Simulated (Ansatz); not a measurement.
# TaF3: the cost of one run

Computed with Ansatz 0.2.0 (DFT PBE, scalar-relativistic, plane waves, PAW, unless a step's input says otherwise).

## Step 1: The system as given

The structure is cubic, space group Pm-3m (No. 221). The conventional cell has a = 3.901 Å, b = 3.901 Å, c = 3.901 Å, α = 90.00°, β = 90.00°, γ = 90.00°. Around Ta (site symmetry m-3m) lie 6 F at 1.95 Å. F (site symmetry 4/mmm) has 2 Ta at 1.95 Å in its first shell of neighbours.

Coordinates:

```
Ta F
1.0
     3.90120    0.00000    0.00000
     0.00000    3.90120    0.00000
     0.00000    0.00000    3.90120
Ta F
1 3
Direct
  0.00000 0.00000 0.00000
  0.50000 0.00000 0.00000
  0.00000 0.50000 0.00000
  0.00000 0.00000 0.50000
```

The cell is taken as given, not relaxed at this level.

## Step 2: Zero of the scan

File input.yaml:

```yaml
crystal:
  lattice:
    - [3.9012, 0.0, 0.0]
    - [0.0, 3.9012, 0.0]
    - [0.0, 0.0, 3.9012]
  atoms:
    - { symbol: Ta, position: [0.0, 0.0, 0.0] }
    - { symbol: F, position: [0.5, 0.0, 0.0] }
    - { symbol: F, position: [0.0, 0.5, 0.0] }
    - { symbol: F, position: [0.0, 0.0, 0.5] }
basis:
  ecutwfc: 420
kpoints:
  mp_grid: { grid: [14, 14, 14] }
hamiltonian:
  xc: pbe
scf:
  occupations: { method: gaussian, width: 0.15 }
output:
  forces: true
  stress: true
  eigenvalues: true
  write_density: true
  write_potential: true
  elf: true
  volumetric_format: npy
```

Command:

```bash
> ansatz run input.yaml --threads 1 --pin off --max-ram 2560MiB --backend cpu --events-out ev --progress --plain --runs-dir out
```

Q: Estimate wall time and peak memory on 1 thread of Arm Neoverse V2, shared host.

About 9.7 s, with a peak of 0.39 GiB.
